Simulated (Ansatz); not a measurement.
**CH8Al2Si: a ladder of functionals and wavefunction methods**

How much do the methods differ for CH8Al2Si? The plan is to run it at one geometry with functionals of several rungs and with coupled cluster, and see how far each lands from CCSD(T) at the basis-set limit for the atomisation energy.

Method: functionals in def2-TZVPP, the program's frozen cores in correlated methods; program: Ansatz 0.2.0, Gaussian basis.

Plan: PBE-D4, r2SCAN-D4, PBE0-D4, B3LYP-D4, ωB97X-V, ωB97M-V, B2PLYP; CCSD(T)/def2-TZVPP; MP2/def2-QZVPP; extrapolation to the limit.

## 1. The geometry

The geometry comes from an earlier relaxation with PBE0-D4 in a triple-zeta def2 set; it is a stationary point, not always the lowest conformer.

SMILES `[CH3][AlH][SiH2][AlH2]`, 12 atoms, charge 0, spin multiplicity 1.

Atoms are counted from 1 here; the program's logs count them from 0.

Bond lengths: C1–Al2 1.953 Å, C1–H5 1.092 Å, C1–H6 1.095 Å, C1–H7 1.096 Å, Al2–Si3 2.448 Å, Al2–H8 1.593 Å, Si3–Al4 2.438 Å, Si3–H9 1.494 Å, Si3–H10 1.496 Å, Al4–H11 1.591 Å, Al4–H12 1.590 Å. Angles: Al2–C1–H5 113.5°, Al2–C1–H6 110.5°, Al2–C1–H7 110.2°, H5–C1–H6 108.1°, H5–C1–H7 108.0°, H6–C1–H7 106.2°, C1–Al2–Si3 121.2°, C1–Al2–H8 119.5°, Si3–Al2–H8 119.2°, Al2–Si3–Al4 111.0°, Al2–Si3–H9 110.5°, Al2–Si3–H10 109.0°, Al4–Si3–H9 109.9°, Al4–Si3–H10 108.6°, H9–Si3–H10 107.8°, Si3–Al4–H11 120.0°, Si3–Al4–H12 121.1°, H11–Al4–H12 118.8°.

## 2. PBE-D4 (GGA)

The input, in.yaml:

```yaml
crystal:
  periodic: [false, false, false]
  atoms:
    - {symbol: C, position_ang: [-1.361372, 1.930437, -0.665622]}
    - {symbol: Al, position_ang: [-0.848827, 0.730387, 0.787073]}
    - {symbol: Si, position_ang: [1.302129, -0.438971, 0.769317]}
    - {symbol: Al, position_ang: [1.144443, -2.536036, -0.464076]}
    - {symbol: H, position_ang: [-0.579384, 2.064516, -1.415634]}
    - {symbol: H, position_ang: [-1.627474, 2.917566, -0.272281]}
    - {symbol: H, position_ang: [-2.256031, 1.550860, -1.172312]}
    - {symbol: H, position_ang: [-1.879910, 0.442101, 1.966826]}
    - {symbol: H, position_ang: [1.765254, -0.704325, 2.165036]}
    - {symbol: H, position_ang: [2.323301, 0.430012, 0.105651]}
    - {symbol: H, position_ang: [1.279111, -2.539196, -2.049000]}
    - {symbol: H, position_ang: [0.815862, -3.902554, 0.278921]}
basis:
  gaussian: {orbitals: def2-TZVPP}
hamiltonian: {xc: pbe, dispersion: d4}
output: {forces: true, orbitals: {seedname: orbitals}}
```

Run with:

```console
ansatz run in.yaml --threads 4 --pin off --events-out ev --progress --plain --max-ram 10444MiB
```

After this run come: r2SCAN-D4 (meta-GGA); PBE0-D4 (hybrid); B3LYP-D4 (hybrid); ωB97X-V (range-separated); ωB97M-V (range-separated); B2PLYP (double hybrid); CCSD(T) in def2-TZVPP; MP2 in def2-QZVPP.

**Question.** What will the summary of the whole plan be? Wanted: atomisation energy, CCSD(T)/CBS; farthest; mean size of error, hybrid; mean size of error, range-separated; gap, smallest and largest; T1 diagnostic; triples share of the correlation energy.

**Answer**, as computed:

```
                               quantity                                value
        atomisation energy, CCSD(T)/CBS                        3506.5 kJ/mol
 functionals within 17.5 kJ/mol (0.5 %)         r2SCAN-D4, B3LYP-D4, ωB97M-V
                               farthest                B2PLYP (-62.1 kJ/mol)
             mean size of error, hybrid                          25.6 kJ/mol
    mean size of error, range-separated                          14.5 kJ/mol
              gap, smallest and largest  2.97 eV (PBE-D4), 8.60 eV (ωB97X-V)
                          T1 diagnostic                               0.0132
triples share of the correlation energy                                3.4 %
```

**Reading.** PBE-D4 is off by -30.6 kJ/mol. Double hybrids carry the basis error of their MP2 part in triple zeta, and no dispersion term here, so their miss is partly the set-up's. The reference freezes the cores and leaves out relativity and excitations past (T), so misses under about 17.5 kJ/mol can't be ranked. Hartree-Fock recovers 76 % of the binding; the rest is correlation. The gap grows from 3.0 to 8.6 eV across the functionals, mostly with the share of exact exchange.
